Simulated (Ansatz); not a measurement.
# TiC3: a trial structure relaxed

Where does this trial cell of TiC3 go when cell and atoms are let free?

Computed with Ansatz 0.2.0 (DFT PBE, scalar-relativistic, plane waves, PAW, unless a step's input says otherwise).

### 1 Starting point

Symmetry: P6/mmm, No. 191, hexagonal system. Conventional cell: a = 4.884 Å, b = 4.884 Å, c = 5.347 Å, α = 90.00°, β = 90.00°, γ = 120.00°. Ti (site symmetry 6/mmm) is surrounded by 8 C at 2.67 to 2.82 Å. C (site symmetry 6/mmm) is surrounded by 2 Ti at 2.67 Å. C (site symmetry -6m2) has 3 Ti at 2.82 Å and 3 C at 2.82 Å as nearest neighbours.

Coordinates:

```cif
data_structure
_symmetry_space_group_name_H-M 'P 1'
_symmetry_Int_Tables_number 1
_cell_length_a 4.8844
_cell_length_b 4.8844
_cell_length_c 5.3474
_cell_angle_alpha 90.000
_cell_angle_beta 90.000
_cell_angle_gamma 120.000
_cell_volume 110.48
loop_
_atom_site_label
_atom_site_type_symbol
_atom_site_fract_x
_atom_site_fract_y
_atom_site_fract_z
_atom_site_occupancy
Ti1 Ti 0.00000 0.00000 0.00000 1
C1 C 0.00000 0.00000 0.50000 1
C2 C 0.33333 0.66667 0.00000 1
C3 C 0.66667 0.33333 0.00000 1
```

Recipe of the guess: random cell by space group and Wyckoff sites (P6/mmm, No. 191). Lengths come from tabulated atomic sizes and are only a guess.

### 2 A first look at the guess

input.yaml reads:

```yaml
crystal:
  lattice:
    - [4.88442428, 0.0, 0.0]
    - [-2.44221214, 4.23003551, 0.0]
    - [0.0, 0.0, 5.34738355]
  atoms:
    - { symbol: Ti, position: [0.0, 0.0, 0.0] }
    - { symbol: C, position: [0.0, 0.0, 0.5] }
    - { symbol: C, position: [0.33333333, 0.66666667, 0.0] }
    - { symbol: C, position: [0.66666667, 0.33333333, 0.0] }
basis:
  ecutwfc: 420
kpoints:
  mp_grid: { grid: [6, 6, 4] }
hamiltonian:
  xc: pbe
scf:
  occupations: { method: gaussian, width: 0.1 }
  lower_state_search: "off"
output:
  forces: true
  stress: true
  eigenvalues: true
```

The run is started by

```console
> ansatz run input.yaml --threads 1 --pin off --max-ram 2560MiB --backend cpu --events-out ev --progress --plain --runs-dir out
```

The session goes on with these runs: coarse relaxation; spin check on a coarse mesh; full relaxation.

What does the calculation give? Wanted: conventional cell; volume; energy over the elements; gap on the mesh.

The runs gave:

| quantity | value |
| --- | --- |
| symmetry at the end (tolerance 0.05 Å) | space group P6/mmm (No. 191) |
| conventional cell | a = 3.774 Å, b = 3.774 Å, c = 4.055 Å, α = 90.00°, β = 90.00°, γ = 120.00° |
| volume | 12.50 Å³/atom |
| energy over the elements | +2.56 eV/atom |
| gap on the mesh | none (metal) |

The space group P6/mmm (No. 191) is kept, and the volume per atom shrinks by 54.7 % from the first guess. With a positive formation energy it can't be a ground state. No finished test with a distortion of lower symmetry is shown, so the end may be a saddle point. Other magnetic orders were not searched.
